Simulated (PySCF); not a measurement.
# C5H11BSi: the cost of one run

The runs use PySCF 2.14.0, with density-fitted response routines of our own; the level of theory stands in each step. All values are computed, except where a source is named. Atoms are numbered from 0 throughout.

### 1 The starting structure

18 atoms, charge 0, multiplicity 1; geometry from: GFN2-xTB.

Bonds of the start (Å): C0–C1 1.33, C1–C2 1.52, C2–B3 1.58, B3–C4 1.57, C4–C5 1.53, C4–Si6 1.92, Si6–C1 1.89, C0–H7 1.08, C0–H8 1.08, C2–H9 1.10, C2–H10 1.09, B3–H11 1.17, C4–H12 1.10, C5–H13 1.09, C5–H14 1.09, C5–H15 1.09, Si6–H16 1.47, Si6–H17 1.47.

### 2 Ultraviolet spectrum: PBE0/def2-SVPD

What the job is given:

```
{"job": {"kind": "uv", "xc": "PBE0", "basis": "def2-SVPD", "nstates": 8, "ntriplets": 3}, "charge": 0, "multiplicity": 1}
C      2.739270     0.860908     0.233419
C      1.531122     0.337013     0.085199
C      1.191412    -0.630229    -1.032014
B     -0.379564    -0.730123    -1.174902
C     -1.121192    -0.515682     0.191442
C     -2.609206    -0.172649     0.153879
Si     0.002918     0.725069     1.129684
H      2.960854     1.556565     1.026005
H      3.561982     0.619330    -0.425122
H      1.583364    -1.615532    -0.751251
H      1.728319    -0.357314    -1.944216
H     -0.924875    -0.893676    -2.198540
H     -1.016495    -1.457854     0.745146
H     -3.019443    -0.087217     1.159488
H     -3.172988    -0.937429    -0.379064
H     -2.765965     0.776497    -0.354227
H     -0.451305     2.112036     0.966170
H      0.153033     0.416605     2.557247
```

Method: TDDFT PBE0/def2-SVPD, vertical, gas phase, core orbitals frozen in the response.

On the command line:

```
$ OMP_NUM_THREADS=1 python probes_run.py task.json out
```

The driver reads the jobs from task.json and runs them one after another.

Q: Estimate the wall time and peak memory of this job on 1 thread of Arm Neoverse V1, shared host.

About 52 s, with a peak of 1 GiB.
